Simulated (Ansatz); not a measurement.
# CH5AsSi (SMILES C=[SiH][AsH2]): one structure at several levels

The atoms stand at a structure displaced at random from a GFN2-xTB minimum. How far do the functionals agree with CCSD(T) there?

Computed with Ansatz 0.2.0, Gaussian basis. Level: single points in def2-TZVPP.

Cores are frozen in the correlated methods. Filled d shells of the heavier atoms are correlated. B3LYP uses VWN-RPA correlation.

### 1 The system as given

8 atoms, charge 0, spin multiplicity 1.

Atoms are counted from 1 here; the program's logs count them from 0.

Bond lengths: C1–Si2 1.753 Å, C1–H4 1.050 Å, C1–H5 1.104 Å, Si2–As3 2.343 Å, Si2–H6 1.470 Å, As3–H7 1.499 Å, As3–H8 1.502 Å. Angles: Si2–C1–H4 121.3°, Si2–C1–H5 122.0°, H4–C1–H5 116.6°, C1–Si2–As3 121.3°, C1–Si2–H6 122.9°, As3–Si2–H6 115.8°, Si2–As3–H7 92.0°, Si2–As3–H8 91.7°, H7–As3–H8 89.0°.

Coordinates:

```mol
CH5AsSi
  3D, bonds by distance, orders not assigned

  8  7  0  0  0  0  0  0  0  0999 V2000
   -1.0795    1.1033   -0.7851 C   0  0
    0.2775    0.5040    0.1496 Si  0  0
    1.0879   -1.6745   -0.1424 As  0  0
   -1.5918    0.4844   -1.4608 H   0  0
   -1.4792    2.1234   -0.6492 H   0  0
    0.9976    1.3293    1.1299 H   0  0
    1.8504   -1.6185    1.1465 H   0  0
   -0.0784   -2.2553    0.6040 H   0  0
  1  2  8  0
  1  4  8  0
  1  5  8  0
  2  3  8  0
  2  6  8  0
  3  7  8  0
  3  8  8  0
M  END
```

### 2 CCSD(T)/def2-TZVPP

run/in.yaml

```yaml
crystal:
  periodic: [false, false, false]
  atoms:
    - {symbol: C, position_ang: [-1.079500, 1.103300, -0.785100]}
    - {symbol: Si, position_ang: [0.277500, 0.504000, 0.149600]}
    - {symbol: As, position_ang: [1.087900, -1.674500, -0.142400]}
    - {symbol: H, position_ang: [-1.591800, 0.484400, -1.460800]}
    - {symbol: H, position_ang: [-1.479200, 2.123400, -0.649200]}
    - {symbol: H, position_ang: [0.997600, 1.329300, 1.129900]}
    - {symbol: H, position_ang: [1.850400, -1.618500, 1.146500]}
    - {symbol: H, position_ang: [-0.078400, -2.255300, 0.604000]}
basis:
  gaussian: {orbitals: def2-TZVPP}
correlation: {method: ccsd_t}
output: {forces: true}
```

The command line of these runs was not kept.

### 3 PBE0-D4/def2-TZVPP

run/in.yaml: that of step 2 with these lines changed.

```diff
@@ -13,3 +13,3 @@
   gaussian: {orbitals: def2-TZVPP}
-correlation: {method: ccsd_t}
-output: {forces: true}
+hamiltonian: {xc: pbe0, dispersion: d4}
+output: {forces: true, orbitals: {seedname: orbitals}}
```

### 4 wB97M-V/def2-TZVPP

run/in.yaml: that of step 3 with these lines changed.

```diff
@@ -13,3 +13,3 @@
   gaussian: {orbitals: def2-TZVPP}
-hamiltonian: {xc: pbe0, dispersion: d4}
-output: {forces: true, orbitals: {seedname: orbitals}}
+hamiltonian: {xc: {name: wB97M-V}}
+output: {forces: true}
```

### 5 r2SCAN-D4/def2-TZVPP

run/in.yaml: that of step 4 with these lines changed.

```diff
@@ -13,3 +13,3 @@
   gaussian: {orbitals: def2-TZVPP}
-hamiltonian: {xc: {name: wB97M-V}}
+hamiltonian: {xc: r2scan, dispersion: d4}
 output: {forces: true}
```

### 6 PBE-D4/def2-TZVPP

run/in.yaml: that of step 5 with these lines changed.

```diff
@@ -13,3 +13,3 @@
   gaussian: {orbitals: def2-TZVPP}
-hamiltonian: {xc: r2scan, dispersion: d4}
+hamiltonian: {xc: pbe, dispersion: d4}
 output: {forces: true}
```

### 7 B3LYP-D4/def2-TZVPP

run/in.yaml: that of step 6 with these lines changed.

```diff
@@ -13,3 +13,3 @@
   gaussian: {orbitals: def2-TZVPP}
-hamiltonian: {xc: pbe, dispersion: d4}
+hamiltonian: {xc: {name: B3LYP}, dispersion: d4}
 output: {forces: true}
```

### 8 HSE06-D4/def2-TZVPP

run/in.yaml: that of step 7 with these lines changed.

```diff
@@ -13,3 +13,3 @@
   gaussian: {orbitals: def2-TZVPP}
-hamiltonian: {xc: {name: B3LYP}, dispersion: d4}
+hamiltonian: {xc: hse06, dispersion: d4}
 output: {forces: true}
```

(Steps that only read results are left out.)

**Question.** What will these runs give? Wanted: energy less free atoms, CCSD(T)/def2-TZVPP; RMS force component; RMS force error; HOMO and LUMO, PBE0-D4; T1 diagnostic.

As calculated:

| quantity | value |
| --- | --- |
| energy less free atoms, CCSD(T)/def2-TZVPP | -558.9 kcal/mol |
| RMS force component | 0.604 to 0.735 eV/Å over the methods |
| RMS force error | PBE0-D4 0.160, wB97M-V 0.201, r2SCAN-D4 0.119, PBE-D4 0.182, B3LYP-D4 0.140, HSE06-D4 0.155 eV/Å |
| HOMO and LUMO, PBE0-D4 | -6.31 and -1.37 eV |
| T1 diagnostic | 0.013 |

In words: Against CCSD(T) the functionals' energies less atoms differ by -22.6 to -12.7 kcal/mol, PBE-D4 by -22.6 kcal/mol. A larger basis would deepen the CCSD(T) value, while the functionals are nearly converged already, so the order here is not reliable. For forces r2SCAN-D4 does best and wB97M-V worst. Frozen-core CCSD(T) forces in triple zeta carry basis errors of their own, and this is one geometry, so small gaps rank nothing. The restricted Hartree–Fock reference is unstable towards an unrestricted one at one or more of these structures.
